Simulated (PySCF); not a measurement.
# C4H12O2Si: NMR shifts at several levels of theory, part 2 of 2

PySCF 2.14.0. Atoms count from 0. The steps go on from the part before.

### 8 Shielding tensors: PBE0/6-311+G(2d,p)

Job settings and geometry (Å):

```
{"job": {"kind": "nmr", "xc": "PBE0", "basis": "6-311+G(2d,p)", "pop": true}, "charge": 0, "multiplicity": 1}
C     -1.720762    -1.269631     1.143441
O     -0.472903    -0.650031     1.092561
Si     0.049416     0.416247    -0.083073
C     -0.807036     2.061292     0.051859
C     -0.167663    -0.368216    -1.767646
O      1.650396     0.687306     0.252735
C      2.603124    -0.320352     0.438981
H     -1.756863    -1.936807     2.019139
H     -1.924397    -1.884903     0.246388
H     -2.548343    -0.542003     1.246477
H     -1.890310     1.968974    -0.122969
H     -0.404162     2.769967    -0.688229
H     -0.653195     2.489359     1.053874
H      0.320818    -1.354335    -1.812229
H      0.276033     0.266903    -2.550285
H     -1.231380    -0.510115    -2.017101
H      3.539271     0.136072     0.796430
H      2.272997    -1.063038     1.186056
H      2.828791    -0.857218    -0.501706
```

With the program's defaults for keys left out, this is: GIAO PBE0/6-311+G(2d,p) NMR shielding, non-relativistic, gas phase.

What it wrote:

```text
coarse grid: 15584 points
cycle   1  E = -599.1311719258  dE =  5.557e-01  |g| = 9.510e-01  |ddm| = 3.515e+00
cycle   2  E = -598.9096686360  dE =  2.215e-01  |g| = 1.449e+00  |ddm| = 1.755e+00
cycle   3  E = -599.2969954437  dE = -3.873e-01  |g| = 1.500e-01  |ddm| = 1.214e+00
cycle   4  E = -599.3011947756  dE = -4.199e-03  |g| = 4.782e-02  |ddm| = 1.335e-01
cycle   5  E = -599.3017307018  dE = -5.359e-04  |g| = 6.355e-03  |ddm| = 3.590e-02
cycle   6  E = -599.3017373836  dE = -6.682e-06  |g| = 2.418e-03  |ddm| = 6.434e-03
final grid: 143640 points
cycle   7  E = -599.3064164693  dE = -5.796e-05  |g| = 1.291e-02  |ddm| = 5.081e-02
cycle   8  E = -599.3063836535  dE =  3.282e-05  |g| = 1.859e-02  |ddm| = 1.787e-02
cycle   9  E = -599.3064469684  dE = -6.331e-05  |g| = 1.811e-03  |ddm| = 1.135e-02
cycle  10  E = -599.3064476369  dE = -6.685e-07  |g| = 2.142e-04  |ddm| = 1.378e-03
cycle  11  E = -599.3064476468  dE = -9.853e-09  |g| = 7.436e-05  |ddm| = 2.348e-04
cycle  12  E = -599.3064476477  dE = -9.663e-10  |g| = 3.171e-05  |ddm| = 7.971e-05
cycle  13  E = -599.3064476479  dE = -1.662e-10  |g| = 6.069e-06  |ddm| = 2.222e-05
converged SCF energy = -599.3064476479

GIAO shielding tensors (ppm)
atom      isotropic    diamagn.    paramagn.     s11        s22        s33       span
  0 C      136.753     241.452    -104.699    110.488    113.023    186.747     76.259
  1 O      299.919     389.400     -89.481    246.085    307.004    346.667    100.582
  2 Si     339.282     877.425    -538.143    312.079    340.100    365.668     53.589
  3 C      189.992     250.477     -60.485    184.125    186.382    199.470     15.346
  4 C      191.981     250.962     -58.981    185.347    192.716    197.882     12.535
  5 O      298.268     386.823     -88.555    238.130    322.120    334.555     96.425
  6 C      137.081     241.926    -104.845    110.252    113.810    187.180     76.928
  7 H       27.913      29.460      -1.546     23.741     25.586     34.413     10.672
  8 H       28.053      29.595      -1.542     23.592     26.507     34.060     10.468
  9 H       28.042      29.306      -1.264     23.624     26.100     34.402     10.778
 10 H       31.499      31.063       0.436     27.603     29.649     37.245      9.642
 11 H       31.503      30.902       0.601     27.707     29.187     37.613      9.906
 12 H       31.505      31.302       0.202     27.630     28.774     38.109     10.479
 13 H       31.294      32.044      -0.750     27.519     29.011     37.351      9.832
 14 H       31.598      31.021       0.577     28.026     28.870     37.899      9.873
 15 H       31.352      31.562      -0.210     27.616     29.496     36.943      9.327
 16 H       28.085      29.369      -1.284     23.861     25.747     34.646     10.784
 17 H       27.741      29.428      -1.687     22.977     26.461     33.785     10.807
 18 H       28.112      29.637      -1.524     23.712     26.239     34.385     10.673
```

Wall time 75 s (1 thread, shared host).

Key values: δ C0 49.5, C3 -4.5, O1 27.5, Si2 5.2, H7 3.52, H10 0.05 ppm (means over like atoms).

### 9 Comparing the runs: NMR shifts

Shifts (ppm), means over like atoms, with basis size and wall time (the measured row can stand on another reference than the computed rows):

| run | C0 | C3 | H7 | H10 | O1 | Si2 | functions | time |
| --- | --- | --- | --- | --- | --- | --- | --- | --- |
| WP04/pcSseg-1 | 52.9 | -3.6 | 3.35 | 0.04 | 21.4 | -11.4 | 186 | 36 s |
| LDA/pcSseg-1 | 52.6 | -6.1 | 3.73 | -0.01 | 47.1 | 9.4 | 186 | 38 s |
| PBE0/STO-3G | 46.1 | -3.7 | 1.64 | 0.06 | -85.1 | 7.8 | 51 | 6.8 s |
| PBE0/6-31G | 48.0 | -3.1 | 3.68 | 0.10 | -2.0 | 28.4 | 91 | 16 s |
| PBE0/6-31G* | 48.5 | -3.0 | 3.52 | -0.05 | 14.6 | 8.1 | 126 | 21 s |
| PBE0/6-311+G(2d,p) | 49.5 | -4.5 | 3.52 | 0.05 | 27.5 | 5.2 | 269 | 75 s |
| measured | – | – | – | – | – | -2.0 | – | – |

Measured: liquid, neat; T. M. Alam, M. Henry, Phys. Chem. Chem. Phys. (a906445a), supplement.

### 10 Outcome

The summary covers parts 1 to 2.

```
                                                               quantity                                            value
                                                            point group                                               C1
                                   rotational constants (main isotopes)                             2.38, 1.67, 1.44 GHz
¹³C shifts against TMS (WP04/pcSseg-1, means over atoms taken as alike)                                   52.9, -3.6 ppm
 ¹H shifts against TMS (WP04/pcSseg-1, means over atoms taken as alike)                                   3.35, 0.04 ppm
¹⁷O shifts against H2O (WP04/pcSseg-1, means over atoms taken as alike)                                         21.4 ppm
                                ²⁹Si shifts against TMS (WP04/pcSseg-1)                                        -11.4 ppm
                               measured, and computed on the same scale                            Si2 δ -2.0, -11.4 ppm
                                               range of the shift of O1                                -85.1 to 47.1 ppm
                                          property runs in this session  6, of which 0 failed and 1 gave unsound results
```

Single values in the summary come from the first run of each kind that ended normally (WP04/pcSseg-1), which need not be the best level. The optimisation took 8 steps and gained 0.131 eV; among the close pairs (by a distance rule), Si2–C4 changed most, from 1.911 to 1.871 Å. The most deshielded carbon is C0, C6 (mean) (methyl carbon bonded to O), at 52.9 ppm: pulled downfield by the heteroatom. The most deshielded hydrogen is H7, H8, H9, H16, H17, H18 (mean) (hydrogen on a methyl carbon bonded to O), at 3.35 ppm: its carbon carries O, an electronegative neighbour. At WP04/pcSseg-1: The widest tensor belongs to O1, O5: span 81 ppm, with a paramagnetic part of -108 ppm. The one measured ²⁹Si shift is missed by -9.4 ppm (computed less measured, unscaled). Vibration, temperature and solvent are missing from the calculation, and it holds one conformer, so part of the miss against the measured shifts is not the functional's. Across the 6 runs the shift of O1 (with its like atoms) moves most, between -85.1 (PBE0/STO-3G) and 47.1 ppm (LDA/pcSseg-1). A minimal basis is unusable for shieldings, so that end is no result. For the one measured ²⁹Si shift, PBE0/6-311+G(2d,p) misses least (7.1 ppm, 75 s) and PBE0/6-31G most (30.4 ppm, 16 s); the quickest, PBE0/STO-3G, misses by 9.7 ppm in 6.8 s. One molecule ranks no method: errors cancel, and vibration and temperature are missing from all runs.
